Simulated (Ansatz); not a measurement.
# ZnSe (Stilleite): the cost of one run

Program: Ansatz 0.2.0. Level of theory: reference: DFT, HSE06, plane waves, PAW. These are calculated values, not measurements.

1 further run of the same task is left out (it didn't finish).

### Step 1. The system as given

The structure is cubic, space group F-43m (No. 216). Conventional cell: a = 5.665 Å, b = 5.665 Å, c = 5.665 Å, α = 90.00°, β = 90.00°, γ = 90.00°. Zn (site symmetry -43m) has 4 Se at 2.45 Å as nearest neighbours. Se (site symmetry -43m) is surrounded by 4 Zn at 2.45 Å.

As a file:

```cif
data_structure
_symmetry_space_group_name_H-M 'P 1'
_symmetry_Int_Tables_number 1
_cell_length_a 4.0057
_cell_length_b 4.0057
_cell_length_c 4.0057
_cell_angle_alpha 60.000
_cell_angle_beta 60.000
_cell_angle_gamma 60.000
_cell_volume 45.45
loop_
_atom_site_label
_atom_site_type_symbol
_atom_site_fract_x
_atom_site_fract_y
_atom_site_fract_z
_atom_site_occupancy
Zn1 Zn 0.00000 0.00000 0.00000 1
Se1 Se 0.25000 0.25000 0.25000 1
```

### Step 2. Reference

The input, input.yaml:

```yaml
crystal:
  lattice:
    - [0.0, 2.8324246788, 2.8324246788]
    - [2.8324246788, 0.0, 2.8324246788]
    - [2.8324246788, 2.8324246788, 0.0]
  atoms:
    - { symbol: Zn, position: [0.0, 0.0, 0.0] }
    - { symbol: Se, position: [0.25, 0.25, 0.25] }
kpoints:
  mp_grid: { grid: [4, 4, 4] }
hamiltonian:
  xc: hse06
scf:
  occupations: { method: fixed }
  n_extra_bands: 4
output:
  forces: true
  stress: true
  eigenvalues: true
  write_density: true
  write_potential: true
  elf: true
  volumetric_format: npy
```

On the command line:

```bash
$ ansatz run input.yaml --threads 4 --pin off --max-ram 3686MiB --backend cpu --events-out ev --progress --plain --runs-dir out
```

**Question.** How long does this run take on 4 threads of Arm Neoverse N1, shared host, and how much memory does it need?

About 9.2 s, with a peak of 0.72 GiB.
